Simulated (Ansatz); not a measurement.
**C₂H₉InOSi: small, medium and large basis sets**

Aim: see how fast density functionals converge with the basis set for C₂H₉InOSi.

Program: Ansatz 0.2.0, Gaussian basis. Level of theory: one geometry, several basis sets. These are calculated values, not measurements.

The runs, in order: PBE0-D4/def2-SVP; ωB97M-V/def2-SVP; PBE0-D4/def2-QZVPP; ωB97M-V/def2-QZVPP; the functionals' def2-TZVPP values are taken from earlier runs.

### Step 1. The relaxed structure

An earlier PBE0-D4 in a triple-zeta def2 set relaxation fixed the geometry. In takes the def2 core potential; no spin-orbit term is included.

SMILES `[CH3][In]([CH3])[O][SiH3]`, 14 atoms, charge 0, spin multiplicity 1.

Atoms are counted from 1 here; the program's logs count them from 0.

Bond lengths: C1–In2 2.131 Å, C1–H6 1.091 Å, C1–H7 1.089 Å, C1–H8 1.091 Å, In2–C3 2.136 Å, In2–O4 2.016 Å, C3–H9 1.090 Å, C3–H10 1.089 Å, C3–H11 1.092 Å, O4–Si5 1.616 Å, Si5–H12 1.492 Å, Si5–H13 1.493 Å, Si5–H14 1.498 Å. Angles: In2–C1–H6 110.9°, In2–C1–H7 108.2°, In2–C1–H8 110.3°, H6–C1–H7 109.7°, H6–C1–H8 108.3°, H7–C1–H8 109.4°, C1–In2–C3 142.3°, C1–In2–O4 107.5°, C3–In2–O4 110.2°, In2–C3–H9 108.9°, In2–C3–H10 112.0°, In2–C3–H11 108.9°, H9–C3–H10 109.8°, H9–C3–H11 108.2°, H10–C3–H11 109.0°, In2–O4–Si5 139.0°, O4–Si5–H12 111.2°, O4–Si5–H13 111.5° and more.

Coordinates:

```csv
atom,x (Å),y (Å),z (Å)
C1,-2.4649,1.0871,0.6068
In2,-0.4250,0.6693,0.1524
C3,1.4650,1.6148,-0.1541
O4,-0.2442,-1.3288,-0.0452
Si5,0.8908,-2.4203,-0.4071
H6,-2.5467,1.6892,1.5124
H7,-2.9840,0.1397,0.7475
H8,-2.9304,1.6362,-0.2131
H9,1.9580,1.1489,-1.0079
H10,1.3618,2.6855,-0.3263
H11,2.0876,1.4551,0.7282
H12,0.4382,-3.3244,-1.5044
H13,1.2263,-3.2718,0.7724
H14,2.1673,-1.7806,-0.8616
```

### Step 2. PBE0-D4 in def2-SVP

The input, in.yaml:

```yaml
crystal:
  periodic: [false, false, false]
  atoms:
    - {symbol: C, position_ang: [-2.464855, 1.087109, 0.606815]}
    - {symbol: In, position_ang: [-0.425041, 0.669257, 0.152353]}
    - {symbol: C, position_ang: [1.465042, 1.614823, -0.154101]}
    - {symbol: O, position_ang: [-0.244152, -1.328784, -0.045220]}
    - {symbol: Si, position_ang: [0.890831, -2.420347, -0.407100]}
    - {symbol: H, position_ang: [-2.546679, 1.689217, 1.512439]}
    - {symbol: H, position_ang: [-2.983978, 0.139724, 0.747542]}
    - {symbol: H, position_ang: [-2.930395, 1.636196, -0.213114]}
    - {symbol: H, position_ang: [1.957955, 1.148949, -1.007906]}
    - {symbol: H, position_ang: [1.361839, 2.685531, -0.326337]}
    - {symbol: H, position_ang: [2.087582, 1.455131, 0.728212]}
    - {symbol: H, position_ang: [0.438246, -3.324435, -1.504404]}
    - {symbol: H, position_ang: [1.226262, -3.271773, 0.772387]}
    - {symbol: H, position_ang: [2.167341, -1.780597, -0.861575]}
basis:
  gaussian: {orbitals: def2-SVP}
hamiltonian: {xc: pbe0, dispersion: d4}
output: {orbitals: {seedname: orbitals}}
```

Started as:

```bash
ansatz run in.yaml --threads 2 --pin off --events-out ev --progress --plain --max-ram 32768MiB --backend cpu
```

The runs that follow: ωB97M-V in def2-SVP; PBE0-D4 in def2-QZVPP; ωB97M-V in def2-QZVPP.

Q: Predict the results of all the runs planned. Wanted: PBE0-D4: double and triple zeta above quadruple; ωB97M-V: double and triple zeta above quadruple.

As calculated:

```
                                       quantity          value
PBE0-D4: double and triple zeta above quadruple  8.83, 0.59 eV
ωB97M-V: double and triple zeta above quadruple  9.06, 0.56 eV
```

**Reading.** For PBE0-D4 the step from double to triple zeta gains 8.24 eV and the next only 0.59 eV. Total energies overstate the basis error of differences, where much of it tends to cancel.
